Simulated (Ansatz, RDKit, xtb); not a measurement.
# C3H10OS2Si: ranking a sample of isomers

Which of a sample of isomers of C3H10OS2Si is the most stable in the gas at 298.15 K, and what are its properties? The sample is small against all isomers, and the most stable one of this formula need not be in it.

Plan: many cheap relaxations first (GFN2-xTB), then density-functional screening, relaxation at PBE-D3(BJ)/def2-SVP, vibrations (at GFN2-xTB) and a final energy. The numbers are computed, not measured.

## 1. Possible bonding patterns

Isomers were taken from a list of plausible structures; this is a sample, not all of them. That gives 4 candidates.

```tsv
label	SMILES	spin
c461	C[C@@H]([SiH2]S)[S@](C)=O	singlet
c485	CS[SiH2]OCCS	singlet
c701	CSC[Si@H](O)SC	singlet
c786	CO[SiH2]SCCS	singlet
```

Candidates are built by distance geometry, with a force field where one applies, in up to four conformers (letters a to d).

Q: Predict the outcome of this search (final energies at CCSD(T)/def2-SVP + MP2/def2-TZVPP - MP2/def2-SVP).

| quantity | value |
| --- | --- |
| lowest structure found | CSC[Si@H](O)SC, singlet |
| next finalist | CS[SiH2]OCCS, singlet, 13.7 kcal/mol higher in G |
| share at equilibrium, among the finalists | 100.0 % |

`CSC[Si@H](O)SC` comes out lowest. The margin of 13.7 kcal/mol over the next finalist is beyond the usual error of the last level; it says nothing of structures that weren't ranked. HF/STO-3G, r2SCAN-D4/def2-SVP, PBE-D3(BJ)/def2-SVP, HF/def2-SVP and MP2/def2-SVP already put its bonding pattern lowest among the structures in one piece; GFN2-xTB favours the singlet CO[SiH2]SCCS (c786d, not a finalist). 6 minima inside the window were never screened. Lowest found is not proven lowest: the search is finite, and each finalist counts with one conformer. Only 4 drawn patterns were tried, so whole families of isomers are missing, and the result ranks this sample alone. The lowest isomer need not be the one that is made and kept in a bottle, which depends on barriers.
